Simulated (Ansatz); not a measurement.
Predict the output of the script below (the Python package of Ansatz (0.2.0)).

Script `lattice_y2h2c.py`:
```python
import ansatz as az
import numpy as np

def edges_and_angles(cell):
    cell = np.asarray(cell)
    a, b, c = np.linalg.norm(cell, axis=1)
    cosines = cell[1] @ cell[2] / (b * c), cell[0] @ cell[2] / (a * c), cell[0] @ cell[1] / (a * b)
    return (a, b, c, *np.degrees(np.arccos(cosines)))


def main() -> None:
    lattice = az.Lattice.of(
        (3.6556, 0.0, 0.0),
        (-1.8278, 3.16584, 0.0),
        (0.0, 0.0, 5.9973),
    )
    sites = [
        ("Y", (1 / 3, 2 / 3, 0.2265)),
        ("Y", (2 / 3, 1 / 3, 0.7735)),
        ("H", (1 / 3, 2 / 3, 0.607)),
        ("H", (2 / 3, 1 / 3, 0.393)),
        ("C", (0.0, 0.0, 0.0)),
    ]
    y2h2c = az.Crystal(lattice=lattice)
    for symbol, position in sites:
        y2h2c = y2h2c.atom(symbol, position)

    calc = (
        y2h2c.calculation()
        .basis(500)
        .kpoints(6, 6, 3)
        .occupations("cold", width=0.3)
        .initial_density(normalization="atom")
        .relax(cell=True)
    )

    levels = [("pbesol", "none"), ("lda", "none"), ("blyp", "d3bj")]
    print("level            a       b       c    alpha   beta  gamma  V/atom  steps")
    for name, dispersion in levels:
        seen = []
        run = calc.functional(name, dispersion=dispersion).session().plan()
        done = run.execute(on_event=lambda e: seen.append(e) if e["event"] == "relax_step" else None)
        cell = done.lattice.cell_ang
        label = name if dispersion == "none" else f"{name}+{dispersion}"
        print("{:13s} {:7.4f} {:7.4f} {:7.4f} {:6.2f} {:6.2f} {:6.2f}".format(label, *edges_and_angles(cell)), f"{abs(np.linalg.det(cell)) / len(done.lattice.sites):7.3f} {len(seen):5d}")


if __name__ == "__main__":
    main()
```

`python lattice_y2h2c.py` gives:
```text
level            a       b       c    alpha   beta  gamma  V/atom  steps
pbesol         3.6278  3.6278  5.9556  90.00  90.00 120.00  13.576     6
lda            3.6013  3.6013  5.9088  90.00  90.00 120.00  13.273     7
blyp+d3bj      3.6259  3.6259  5.9473  90.00  90.00 120.00  13.543     6
```

From smallest to largest: LDA (13.27 Å³ an atom, -4.4 % against the start), BLYP+D3BJ (13.54 Å³ an atom, -2.4 % against the start) and PBEsol (13.58 Å³ an atom, -2.2 % against the start). The spread is 2.3 % in volume.

Caveats:
- These settings explore the input space; cutoff and mesh may be short of convergence.
- The run is spin-unpolarised.
- BLYP and dispersion corrections can be off by several per cent in the lattices of metals, and by several GPa in the pressure at a fixed cell.
- For a metal this k-point mesh is coarse: on a finer one energies can move by several to tens of meV an atom and pressures by half a GPa or more, differences at one mesh by less.
- The starting cell is as deposited in a crystallographic database; the results hold for this polymorph, which needn't be the stable one.
- Wall time of the script: 12 s on 1 thread of AMD EPYC 9R45 96-Core Processor (Zen 5) (shared host), peak memory 0.47 GiB.
